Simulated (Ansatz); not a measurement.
# CH2NOSi radical: how energies converge with the basis set

One table from this session's results is given with a row withheld; the runs are named, their logs left out.

Computed with Ansatz 0.2.0, Gaussian basis. Level: one geometry, several basis sets.

The runs, in order: PBE0-D4/def2-SVP; ωB97M-V/def2-SVP; PBE0-D4/def2-QZVPP; ωB97M-V/def2-QZVPP; the functionals' def2-TZVPP values are taken from earlier runs.

### The geometry

All runs share one geometry, relaxed beforehand with PBE0-D4 in a triple-zeta def2 set.

SMILES `O=C=N[SiH2]`, 6 atoms, charge 0, spin multiplicity 2.

Atoms are counted from 1 here; the program's logs count them from 0.

Bond lengths: O1–C2 1.164 Å, C2–N3 1.195 Å, N3–Si4 1.706 Å, Si4–H5 1.486 Å, Si4–H6 1.486 Å. Angles: O1–C2–N3 178.3°, C2–N3–Si4 162.2°, N3–Si4–H5 108.6°, N3–Si4–H6 108.6°, H5–Si4–H6 111.4°.

Set-up of the first run:

The input, in.yaml:

```yaml
crystal:
  periodic: [false, false, false]
  atoms:
    - {symbol: O, position_ang: [1.089658, -2.025709, 1.610439]}
    - {symbol: C, position_ang: [0.648518, -1.177763, 0.945387]}
    - {symbol: N, position_ang: [0.216300, -0.284909, 0.279199]}
    - {symbol: Si, position_ang: [-0.683251, 0.591566, -0.875336]}
    - {symbol: H, position_ang: [0.261263, 1.214230, -1.839133]}
    - {symbol: H, position_ang: [-1.490487, 1.618684, -0.166757]}
basis:
  gaussian: {orbitals: def2-SVP}
magnetization: {spin_polarized: true, initial_magnetization: 1}
hamiltonian: {xc: pbe0, dispersion: d4}
output: {orbitals: {seedname: orbitals}}
```

Among the steps run: PBE0-D4 in def2-SVP; ωB97M-V in def2-SVP; PBE0-D4 in def2-QZVPP; ωB97M-V in def2-QZVPP.

One table of the session follows, with a row left open; its other results are not shown here.

It belongs to the step «Density functionals: the series». 

| functional | basis | HOMO (eV) | LUMO (eV) |
| --- | --- | --- | --- |
| PBE0-D4 | def2-SVP | -6.33 | -2.73 |
| PBE0-D4 | def2-TZVPP | -6.40 | -2.77 |
| PBE0-D4 | def2-QZVPP | ? | ? |
| ωB97M-V | def2-SVP | -8.02 | -1.02 |
| ωB97M-V | def2-TZVPP | -8.13 | -1.14 |
| ωB97M-V | def2-QZVPP | -8.15 | -1.20 |

Q: Estimate the row for PBE0-D4, def2-QZVPP from the others.

**Answer.** HOMO (eV): -6.42; LUMO (eV): -2.79. In the column «HOMO (eV)» it lies between ωB97M-V, def2-SVP (-8.02) and PBE0-D4, def2-TZVPP (-6.40).
